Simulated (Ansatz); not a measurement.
Ga3Se in Ansatz: the effect of functional

Ga3Se:

```
Se Ga
1.0
     4.40272    0.00000    0.00000
     0.00000    4.40272    0.00000
     0.00000    0.00000    4.40272
Se Ga
1 3
Cartesian
  0.0000 0.0000 0.0000
  2.2014 2.2014 0.0000
  2.2014 0.0000 2.2014
  0.0000 2.2014 2.2014
```

The cell comes from a database or a generator and needn't be the stable form of this composition.

The cell isn't the ideal one: volume scaled by 0.98.

Alike in all runs:

```yaml
Program: Ansatz 0.2.0
Task: single point
Potentials_or_basis: Ansatz PAW
k_mesh: 6 × 6 × 6
Occupations: fermi-dirac, width 0.05 eV
Spin: no spin polarisation
```

```tsv
functional	cutoff	pressure (GPa)
LDA	420 eV (not typed: the program's choice for these potentials)	?
r2SCAN	500 eV (not typed: the program's choice for these potentials)	-1.0
PBE	420 eV (not typed: the program's choice for these potentials)	0.2
```

Task: What does the run with functional LDA give?

Result: Pressure -4.3 GPa.

Caveats: the PAW data sets come from PBE, with cores solved anew for the run's functional, which leaves a small shift of forces and pressure (some runs).
